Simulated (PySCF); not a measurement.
**CH6OSSi (SMILES C[SiH](O)S): levels of theory compared**

We compute a comparison of 6 runs (HF/STO-3G, B2PLYP/6-31G, B3LYP/6-31G*, B2PLYP/6-31+G*, B2PLYP/pcseg-1, PBE0/def2-SVP) of CH6OSSi. 

The calculation is run with PySCF 2.14.0.

## Step 1: The structure to begin with

The species is CH6OSSi (10 atoms), meant as a singlet with charge 0. As SMILES, `C[SiH](O)S`. The coordinates come from a PBE0-D4/def2-TZVP relaxation. This is one conformer, not always the lowest.

Bond lengths: C1–Si2 1.852 Å, Si2–O3 1.646 Å, Si2–S4 2.141 Å, C1–H5 1.092 Å, C1–H6 1.093 Å, C1–H7 1.092 Å, Si2–H8 1.487 Å, O3–H9 0.959 Å, S4–H10 1.345 Å. Some angles: C1–Si2–O3 105.8°, C1–Si2–S4 113.0°, O3–Si2–S4 112.0°, C1–Si2–H8 112.4°, O3–Si2–H8 111.7°, S4–Si2–H8 102.1°, Si2–C1–H5 110.6°, Si2–C1–H6 110.2°, Si2–C1–H7 110.7°, Si2–O3–H9 116.8°.

## Step 2: Energy and gradient at HF/STO-3G (run 1)

job.py

```python
# C[SiH](O)S
from pyscf import gto, scf

mol = gto.M(
    atom='''
C     -1.801665     1.725131    -0.696175
Si    -0.059904    -1.094340     0.428023
O      1.249298    -0.262861     3.124473
S      2.678120    -2.430755    -2.234790
H     -2.800007     1.308257    -2.452676
H     -3.177763     2.324741     0.722253
H     -0.505502     3.295304    -1.036893
H     -1.728721    -3.334422     0.730946
H      2.428487    -1.429389     3.853530
H      3.875072    -0.198421    -2.433589
''',
    verbose=4,
    unit='bohr',
    basis='sto-3g',
    max_memory=1860,
)

calc0 = scf.RHF(mol)
calc0.conv_tol = 1e-10
calc0.kernel()
if not calc0.converged:
    calc0 = calc0.newton().run(calc0.mo_coeff, calc0.mo_occ)

etot = calc0.e_tot
print(f'total energy: {etot:.8f} hartree')
grad = calc0.nuc_grad_method().kernel()
dip = calc0.dip_moment()
pop, q = calc0.mulliken_pop()
```

On the command line:

```sh
$ OMP_NUM_THREADS=1 python job.py
```

What it wrote:

```text
PySCF version 2.14.0

[... 64 lines left out ...]
converged SCF energy = -793.566817652988
total energy: -793.56681765 hartree
[... 11 lines left out ...]
Dipole moment(X, Y, Z, Debye): -0.14850,  0.08723,  0.27267
[... 45 lines left out ...]
charge of    9H =     -0.04959
```

Run time: 2.2 s. Hardware: 1 thread of Intel Xeon at 2.70GHz, shared host; peak memory 0.12 GiB.

## Step 3: A single-point energy at B2PLYP/6-31G (run 2)

geometry.xyz

```xyz
10
CH6OSSi
C     -0.953400     0.912900    -0.368400
Si    -0.031700    -0.579100     0.226500
O      0.661100    -0.139100     1.653400
S      1.417200    -1.286300    -1.182600
H     -1.481700     0.692300    -1.297900
H     -1.681600     1.230200     0.382200
H     -0.267500     1.743800    -0.548700
H     -0.914800    -1.764500     0.386800
H      1.285100    -0.756400     2.039200
H      2.050600    -0.105000    -1.287800
```

run.py

```python
# C[SiH](O)S
from pyscf import gto, dft, mp

mol = gto.M(
    atom='geometry.xyz',
    max_memory=1860,
    verbose=4,
    basis='6-31g',
)

calc0 = dft.RKS(mol, xc='0.53*HF + 0.47*B88, 0.73*LYP')
calc0.conv_tol = 1e-10
calc0.grids.level = 5
calc0.kernel()
if not calc0.converged:
    calc0 = calc0.newton().run(calc0.mo_coeff, calc0.mo_occ)

pt = mp.MP2(calc0, frozen=12).run()
energy = calc0.e_tot + 0.27 * pt.e_corr
print('PT2 part  %.8f' % (0.27 * pt.e_corr))
print('Final energy', energy)
dip = calc0.dip_moment()
pop, q = calc0.mulliken_pop()
```

On the command line:

```sh
$ OMP_NUM_THREADS=1 python run.py
```

What it wrote:

```text
PySCF version 2.14.0

[... 80 lines left out ...]
converged SCF energy = -803.967477979375
[... 9 lines left out ...]
Final energy -804.0754397308773
Dipole moment(X, Y, Z, Debye): -0.34484,  0.68272,  0.37557
[... 67 lines left out ...]
charge of    9H =      0.06026
```

Wall time 16 s (1 thread of Intel Xeon at 2.70GHz, shared host); peak memory 0.33 GiB.

## Step 4: Energy and gradient at B3LYP/6-31G(d) (Cartesian functions) (run 3)

input.xyz

```xyz
10
CH6OSSi
C     -0.953400     0.912900    -0.368400
Si    -0.031700    -0.579100     0.226500
O      0.661100    -0.139100     1.653400
S      1.417200    -1.286300    -1.182600
H     -1.481700     0.692300    -1.297900
H     -1.681600     1.230200     0.382200
H     -0.267500     1.743800    -0.548700
H     -0.914800    -1.764500     0.386800
H      1.285100    -0.756400     2.039200
H      2.050600    -0.105000    -1.287800
```

calc.py

```python
# C[SiH](O)S
import pyscf.grad
from pyscf import gto, dft

mol = gto.M(
    atom='input.xyz',
    max_memory=1860,
    verbose=4,
    charge=0,
    spin=0,
    basis='6-31g*',
    cart=True,
)

myscf = dft.RKS(mol)
myscf.xc = 'b3lyp'
myscf.grids.level = 5
myscf.conv_tol = 1e-10
myscf.kernel()
if not myscf.converged:
    myscf = myscf.newton().run(myscf.mo_coeff, myscf.mo_occ)

e_final = myscf.e_tot
print('E = %.10f Eh' % e_final)
grad = myscf.Gradients().kernel()
myscf.analyze()
```

On the command line:

```sh
$ OMP_NUM_THREADS=1 python calc.py
```

What it wrote:

```text
PySCF version 2.14.0

[... 106 lines left out ...]
MO #3   energy= -19.1556745391389  occ= 2
[... 10 lines left out ...]
MO #14  energy= -0.738309464915585 occ= 2
[... 10 lines left out ...]
MO #25  energy= -0.260567834379688 occ= 2
[... 10 lines left out ...]
MO #36  energy= 0.287827164022153  occ= 0
[... 10 lines left out ...]
MO #47  energy= 0.712743133751236  occ= 0
[... 10 lines left out ...]
MO #58  energy= 0.993822188750869  occ= 0
[... 10 lines left out ...]
MO #69  energy= 1.7740611362762    occ= 0
[... 10 lines left out ...]
MO #80  energy= 4.17407411756275   occ= 0
[... 93 lines left out ...]
Dipole moment(X, Y, Z, Debye): -0.02400,  0.75628,  0.57786
```

Run time: 45 s. Hardware: 1 thread of Intel Xeon at 2.70GHz, shared host; peak memory 0.79 GiB.

Runs 4 to 5 aren't shown in full; the table further down has their settings and results.

## Step 5: Energy and gradient at PBE0/def2-SVP (run 6)

run.py

```python
# C[SiH](O)S
import pyscf.grad
from pyscf import gto, dft

mol = gto.M(
    atom='''
C     -0.953400     0.912900    -0.368400
Si    -0.031700    -0.579100     0.226500
O      0.661100    -0.139100     1.653400
S      1.417200    -1.286300    -1.182600
H     -1.481700     0.692300    -1.297900
H     -1.681600     1.230200     0.382200
H     -0.267500     1.743800    -0.548700
H     -0.914800    -1.764500     0.386800
H      1.285100    -0.756400     2.039200
H      2.050600    -0.105000    -1.287800
''',
    basis='def2-svp',
    max_memory=1860,
    charge=0,
    verbose=3,
)

mf = dft.RKS(mol, xc='pbe0')
mf.grids.level = 5
mf.conv_tol = 1e-10
mf.kernel()
if not mf.converged:
    mf = mf.newton().run(mf.mo_coeff, mf.mo_occ)

e_tot = mf.e_tot
print('E(%s) = %.9f' % ('PBE0', e_tot))
grad = mf.Gradients().kernel()
mf.analyze()
```

On the command line:

```sh
$ OMP_NUM_THREADS=1 python run.py
```

What it wrote:

```text
converged SCF energy = -804.012242344524
[... 15 lines left out ...]
MO #6   energy= -5.93725339122726  occ= 2
[... 10 lines left out ...]
MO #17  energy= -0.486076366886759 occ= 2
[... 10 lines left out ...]
MO #28  energy= 0.0717733076832228 occ= 0
[... 10 lines left out ...]
MO #39  energy= 0.398032787891331  occ= 0
[... 10 lines left out ...]
MO #50  energy= 0.685134792592763  occ= 0
[... 10 lines left out ...]
MO #61  energy= 1.05546090812931   occ= 0
[... 10 lines left out ...]
MO #72  energy= 1.59773813668798   occ= 0
[... 10 lines left out ...]
MO #83  energy= 2.23863849514661   occ= 0
[... 10 lines left out ...]
MO #94  energy= 3.71335871188386   occ= 0
[... 11 lines left out ...]
Dipole moment(X, Y, Z, Debye):  0.16327,  0.69144,  0.46944
```

Run time: 47 s. Hardware: 1 thread of Intel Xeon at 2.70GHz, shared host; peak memory 0.93 GiB.

## Step 6: The series

| run | level | task | frozen core orbitals | energy (Eh) | dipole moment (D) | HOMO energy (eV) | LUMO energy (eV) | wall time |
| --- | --- | --- | --- | --- | --- | --- | --- | --- |
| 1 | HF/STO-3G | gradient | – | -793.566818 | 0.32 | -7.17 | 11.00 | 2.2 s |
| 2 | B2PLYP/6-31G | energy | 12 | -804.075440 | 0.85 | -8.68 | 2.16 | 16 s |
| 3 | B3LYP/6-31G* (Cartesian functions) | gradient | – | -804.702722 | 0.95 | -7.09 | 0.80 | 45 s |
| 4 | B2PLYP/6-31+G* (spherical functions) | energy | 12 | -804.266392 | 0.68 | -8.56 | 0.53 | 38 s |
| 5 | B2PLYP/pcseg-1 | energy | 12 | -804.258575 | 0.80 | -8.58 | 1.64 | 36 s |
| 6 | PBE0/def2-SVP | gradient | – | -804.012242 | 0.85 | -7.34 | 1.10 | 47 s |

## Step 7: What came out

```
                       quantity          value
            run 6: total energy  -804.01224 Eh
           run 6: dipole moment         0.85 D
             run 6: HOMO energy       -7.34 eV
             run 6: LUMO energy        1.10 eV
           run 6: HOMO–LUMO gap        8.44 eV
run 6: largest force on an atom     0.582 eV/Å
```

The dipole moment (its size) runs from 0.32 D (HF/STO-3G) to 0.95 D (B3LYP/6-31G*). The two ends differ in method and basis. The HOMO–LUMO gap runs from 7.89 eV (B3LYP/6-31G*) to 18.18 eV (HF/STO-3G). Totals of different functionals can't be ranked against each other. In run 1 the basis is minimal, so the values are rough. All runs together took 3.1 min, the longest 47 s.
